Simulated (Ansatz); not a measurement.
# La2HfO2: the cost of one run

Computed with Ansatz 0.2.0 (DFT PBE, scalar-relativistic, plane waves, PAW, unless a step's input says otherwise).

## Step 1: The starting structure

Symmetry: P-6m2, No. 187, hexagonal system. The conventional cell has a = 3.996 Å, b = 3.996 Å, c = 8.607 Å, α = 90.00°, β = 90.00°, γ = 120.00°. La (site symmetry 3m) has 3 O at 2.46 Å as nearest neighbours. Around Hf (site symmetry -6m2) lie 2 O at 2.67 Å and 6 La at 2.94 Å. O (site symmetry 3m) has 3 La at 2.46 Å and 1 Hf at 2.67 Å as nearest neighbours.

Coordinates:

```
CELL_PARAMETERS angstrom
3.99635 0.00000 0.00000
-1.99818 3.46094 0.00000
0.00000 0.00000 8.60726
ATOMIC_POSITIONS crystal
La 0.00000 0.00000 0.78916
La 0.00000 0.00000 0.21084
Hf 0.33333 0.66667 0.00000
O 0.33333 0.66667 0.68938
O 0.33333 0.66667 0.31062
```

A structure generator made this guess: random cell by space group and Wyckoff sites (P-6m2, No. 187). Its size is a rough estimate.

## Step 2: A first look at the guess

Input file input.yaml:

```yaml
crystal:
  lattice:
    - [3.99635087, 0.0, 0.0]
    - [-1.99817544, 3.46094138, 0.0]
    - [0.0, 0.0, 8.60726484]
  atoms:
    - { symbol: La, position: [0.0, 0.0, 0.78915543] }
    - { symbol: La, position: [0.0, 0.0, 0.21084457] }
    - { symbol: Hf, position: [0.33333333, 0.66666667, 0.0] }
    - { symbol: O, position: [0.33333333, 0.66666667, 0.68938413] }
    - { symbol: O, position: [0.33333333, 0.66666667, 0.31061587] }
basis:
  ecutwfc: 420
kpoints:
  mp_grid: { grid: [6, 6, 2] }
hamiltonian:
  xc: pbe
scf:
  occupations: { method: gaussian, width: 0.1 }
  lower_state_search: "off"
output:
  forces: true
  stress: true
  eigenvalues: true
```

Run with:

```console
ansatz run input.yaml --threads 1 --pin off --max-ram 2560MiB --backend cpu --events-out ev --progress --plain --runs-dir out
```

Q: Estimate wall time and peak memory on 1 thread of Arm Neoverse V2, shared host.

About 5.7 s, with a peak of 0.36 GiB.
